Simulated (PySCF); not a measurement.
# Al2F4H2O2 ((F2Al-mu-OH)2): the cost of one run

The runs use PySCF 2.14.0, with density-fitted response routines of our own; the level of theory stands in each step. All values are computed, except where a source is named. Atoms count from 0, in the outputs and in this text.

## 1. The starting structure

10 atoms, charge 0, multiplicity 1; geometry from: GFN2-xTB. The atoms were then displaced at random by about 0.03 Å, so the start is not that level's minimum.

Bonds of the start (Å): Al0–F1 1.62, Al0–F2 1.54, Al0–O3 1.84, Al0–O7 1.77, O3–Al4 1.91, O3–H8 0.98, Al4–F5 1.65, Al4–F6 1.60, Al4–O7 1.82, O7–H9 0.98.

## 2. Optimising the geometry at PBE0-D3(BJ)/def2-SVP

What the job is given:

```
{"job": {"xc": "PBE0", "basis": "def2-SVP", "d3": "d3bj", "grid": 1, "maxiter": 40, "shake": 0.03, "kind": "geom"}, "charge": 0, "multiplicity": 1}
Al     1.383380    -0.207250     0.062470
F      2.162820     0.080840    -1.332010
F      1.956940    -0.518790     1.455970
O      0.207870     1.195380     0.254010
Al    -1.330330     0.111940    -0.085320
F     -2.199040    -0.079150     1.310050
F     -1.980650     0.506650    -1.488580
O     -0.061930    -1.172270    -0.277050
H      0.186190     2.133920     0.532530
H     -0.200600    -2.128000    -0.427660
```

Started as:

```bash
> OMP_NUM_THREADS=1 python probes_run.py task.json out
```

This one command runs all jobs of the session in turn.

Q: Estimate the wall time and peak memory of this first job on 1 thread of Arm Neoverse V1, shared host.

About 1.8 min, with a peak of 0.51 GiB.
